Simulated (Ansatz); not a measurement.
# CH7BGaN: up Jacob's ladder to CCSD(T)

An exercise on one series of results from a longer session: the logs are not shown, and one member is left open.

Method: functionals in def2-TZVPP, the program's frozen cores in correlated methods; program: Ansatz 0.2.0, Gaussian basis.

Plan: LDA (SPW92), PBE-D4, revPBE-D4, BLYP-D4, r2SCAN-D4, B97M-V, PBE0-D4, B3LYP-D4, r2SCANh-D4, r2SCAN0-D4, HSE06-D4, BHLYP-D4, CAM-B3LYP-D4, LC-ωPBE, ωB97X-V, ωB97M-V, B2PLYP, PBE-QIDH; CCSD(T)/def2-SVP; CCSD(T)/def2-TZVPP; MP2/def2-QZVPP; extrapolation to the limit; RPA on PBE.

## Structure used throughout

All runs share one geometry, relaxed beforehand with PBE0-D4 in a triple-zeta def2 set.

SMILES `B[NH][GaH][CH3]`, 11 atoms, charge 0, spin multiplicity 1.

Atoms are counted from 1 here; the program's logs count them from 0.

Bond lengths: B1–N2 1.397 Å, B1–H5 1.202 Å, B1–H6 1.201 Å, N2–Ga3 1.864 Å, N2–H7 1.010 Å, Ga3–C4 1.954 Å, Ga3–H8 1.568 Å, C4–H9 1.092 Å, C4–H10 1.093 Å, C4–H11 1.090 Å. Angles: N2–B1–H5 119.1°, N2–B1–H6 120.7°, H5–B1–H6 120.3°, B1–N2–Ga3 125.6°, B1–N2–H7 116.8°, Ga3–N2–H7 117.5°, N2–Ga3–C4 117.4°, N2–Ga3–H8 114.5°, C4–Ga3–H8 128.1°, Ga3–C4–H9 110.1°, Ga3–C4–H10 109.9°, Ga3–C4–H11 111.8°, H9–C4–H10 107.1°, H9–C4–H11 109.0°, H10–C4–H11 108.8°.

The first run:

Input file in.yaml:

```yaml
crystal:
  periodic: [false, false, false]
  atoms:
    - {symbol: B, position_ang: [0.556075, 1.502333, 1.106807]}
    - {symbol: N, position_ang: [1.045123, 0.200074, 0.979346]}
    - {symbol: Ga, position_ang: [0.361165, -1.109862, -0.156246]}
    - {symbol: C, position_ang: [-1.174520, -0.627685, -1.264884]}
    - {symbol: H, position_ang: [-0.387830, 1.838960, 0.443235]}
    - {symbol: H, position_ang: [1.069170, 2.277463, 1.867640]}
    - {symbol: H, position_ang: [1.839432, -0.047174, 1.552907]}
    - {symbol: H, position_ang: [1.115371, -2.483028, -0.093954]}
    - {symbol: H, position_ang: [-1.991042, -0.264037, -0.637359]}
    - {symbol: H, position_ang: [-0.903192, 0.185446, -1.942304]}
    - {symbol: H, position_ang: [-1.529762, -1.472480, -1.855178]}
basis:
  gaussian: {orbitals: def2-TZVPP}
hamiltonian: {xc: lda}
output: {orbitals: {seedname: orbitals}}
```

Command:

```
ansatz run in.yaml --threads 4 --pin off --events-out ev --progress --plain --max-ram 10444MiB
```

Among the steps run: LDA; PBE-D4 (GGA); revPBE-D4 (GGA); BLYP-D4 (GGA); r2SCAN-D4 (meta-GGA); B97M-V (meta-GGA); B3LYP-D4 (hybrid); r2SCANh-D4 (hybrid); r2SCAN0-D4 (hybrid); HSE06-D4 (hybrid); BHLYP-D4 (hybrid); CAM-B3LYP-D4 (range-separated); LC-ωPBE (range-separated); ωB97X-V (range-separated); ωB97M-V (range-separated); B2PLYP (double hybrid); PBE-QIDH (double hybrid).

One table of the session follows, with a row left open; its other results are not shown here.

It belongs to the step «Orbital energies across the functionals». 

| functional | HOMO (eV) | gap (eV) |
| --- | --- | --- |
| LDA (SPW92) | -6.93 | 4.71 |
| PBE-D4 | -6.89 | 4.94 |
| revPBE-D4 | ? | ? |
| BLYP-D4 | -6.83 | 4.95 |
| r2SCAN-D4 | -7.18 | 5.55 |
| B97M-V | -7.27 | 5.45 |
| PBE0-D4 | -8.23 | 7.14 |
| B3LYP-D4 | -8.06 | 6.69 |
| r2SCANh-D4 | -7.68 | 6.34 |
| r2SCAN0-D4 | -8.43 | 7.52 |
| HSE06-D4 | -7.83 | 6.37 |
| BHLYP-D4 | -9.43 | 9.13 |
| CAM-B3LYP-D4 | -9.67 | 9.47 |
| LC-ωPBE | -11.03 | 12.02 |
| ωB97X-V | -10.68 | 11.52 |
| ωB97M-V | -10.52 | 11.12 |

Estimate the missing values for revPBE-D4.

**Answer.** HOMO (eV): -6.85; gap (eV): 5.03. In the column «HOMO (eV)» it lies between PBE-D4 (-6.89) and BLYP-D4 (-6.83).
